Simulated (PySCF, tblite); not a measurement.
# C7H7F5: geometry, infrared bands, NMR shifts, spin-spin couplings and electronic excitations

Wanted: the infrared bands, NMR shifts, spin-spin couplings and electronic excitations of C7H7F5 (`C=CC/C=C/C(F)(F)C(F)(F)F`), by calculation.

Computed with tblite 0.8.0 and PySCF 2.14.0, with density-fitted response routines of our own, on a single molecule in the gas phase. Atoms count from 0, in the outputs and in this text.

## Step 1: The molecule as given

19 atoms, charge 0, multiplicity 1; geometry from: force field or distance geometry start.

Bonds of the start (Å): C0–C1 1.35, C1–C2 1.50, C2–C3 1.52, C3–C4 1.35, C4–C5 1.52, C5–F6 1.37, C5–F7 1.36, C5–C8 1.54, C8–F9 1.35, C8–F10 1.36, C8–F11 1.36, C0–H12 1.08, C0–H13 1.08, C1–H14 1.10, C2–H15 1.08, C2–H16 1.09, C3–H17 1.08, C4–H18 1.08.

## Step 2: Geometry optimisation with GFN2-xTB

The job: settings as JSON, then the geometry in Å.

```
{"job": {"kind": "relax", "xc": "GFN2-xTB", "basis": "xTB"}, "charge": 0, "multiplicity": 1}
C      3.599800     0.777400    -0.241200
C      2.411300     0.540600     0.345000
C      1.645600    -0.739600     0.202400
C      0.312200    -0.470000    -0.469600
C     -0.881300    -0.680100     0.133600
C     -2.233200    -0.442200    -0.520400
F     -2.073600    -0.070400    -1.829300
F     -2.893400    -1.627400    -0.551400
C     -3.076800     0.605400     0.222900
F     -2.488900     1.825900     0.249200
F     -3.304000     0.253800     1.513700
F     -4.301900     0.770900    -0.352000
H      4.102800     1.723600    -0.072400
H      4.066800     0.053900    -0.898700
H      1.986400     1.305700     1.007800
H      2.187700    -1.464500    -0.391300
H      1.501300    -1.182300     1.193000
H      0.352700    -0.120400    -1.488300
H     -0.923300    -1.051200     1.151600
```

Run with:

```bash
$ OMP_NUM_THREADS=2 python probes_run.py task.json out
```

One launch serves the whole session: the jobs run in the order shown.

**Question.** This job is followed by: GFN2-xTB harmonic vibrations, gas phase; PBE0-D3(BJ)/def2-SVP geometry optimisation, gas phase; GIAO PBE0/pcSseg-1 NMR shielding, non-relativistic, gas phase; B3LYP/pcJ-1 indirect spin-spin coupling, non-relativistic, gas phase; TDDFT PBE0/def2-SVPD, vertical, gas phase, core orbitals frozen in the response; GIAO HF/pcSseg-2 NMR shielding, non-relativistic, gas phase. Predict these results of the whole session: strongest single infrared mode (GFN2-xTB); zero-point energy (GFN2-xTB); point group; rotational constants (main isotopes); ¹³C shifts against TMS (PBE0/pcSseg-1); ¹H shifts against TMS (PBE0/pcSseg-1, means over atoms taken as alike); ¹⁹F shifts against CFCl3 (PBE0/pcSseg-1, means over atoms taken as alike); largest coupling of the table (B3LYP/pcJ-1); lowest singlet (PBE0/def2-SVPD); brightest single state of those computed; lowest triplet; range of the shift of F6.

As calculated:

```
                                                                 quantity                                               value
                                strongest single infrared mode (GFN2-xTB)                               1098 cm⁻¹, 312 km/mol
                                             zero-point energy (GFN2-xTB)                                       79.0 kcal/mol
                                                              point group                                                  C1
                                     rotational constants (main isotopes)                                1.74, 0.45, 0.42 GHz
                                   ¹³C shifts against TMS (PBE0/pcSseg-1)  150.7, 143.9, 126.6, 126.5, 124.8, 115.5, 42.7 ppm
   ¹H shifts against TMS (PBE0/pcSseg-1, means over atoms taken as alike)              6.43, 5.83, 5.76, 5.57, 5.47, 2.93 ppm
¹⁹F shifts against CFCl3 (PBE0/pcSseg-1, means over atoms taken as alike)                                   -97.7, -138.1 ppm
                              largest coupling of the table (B3LYP/pcJ-1)                            ¹J(C,F) C8–F9, -353.2 Hz
                                          lowest singlet (PBE0/def2-SVPD)                         5.96 eV (208 nm), f = 0.151
                                 brightest single state of those computed                         state 6, 7.70 eV, f = 0.533
                                                           lowest triplet                                             4.20 eV
                                                 range of the shift of F6                                -138.1 to -103.5 ppm
```

**Reading.** Relaxing lowered the energy by 0.181 eV in 90 steps; the close pair that moved most is C8–F11, from 1.363 to 1.328 Å (GFN2-xTB). All 51 modes are real, so the xTB geometry is a minimum. The strongest single mode, at 1098 cm⁻¹, moves mainly C8. GFN2-xTB is a fitted tight-binding method: band positions and strengths are rough. Its intensities can rank the bands wrongly. Over 6 steps the energy fell by 0.204 eV; of the close pairs, C0–H13 changed most, 1.040 to 1.095 Å (PBE0/def2-SVP). Of the pairs tabulated at B3LYP/pcJ-1, C8–F9 (mean over like pairs) couples most strongly (-353.2 Hz; Fermi contact -325.7 Hz). Couplings across rotatable bonds belong to this one conformer; where others are populated, the observed values are averages. Density functionals describe couplings to fluorine poorly, F–F couplings above all, so those rows are rough. The first singlet state (HOMO→LUMO 0.93) lies at 5.96 eV and is bright; of the 10 states computed, the strongest absorption comes from state 6 at 7.70 eV. The lowest triplet lies 1.76 eV below the lowest singlet (triplets in Tamm-Dancoff, singlets in full TDDFT). In ppm, F6 (with its like atoms) moves most: its shift spreads over 34.6 ppm, from -138.1 (PBE0/pcSseg-1) to -103.5 (HF/pcSseg-2).
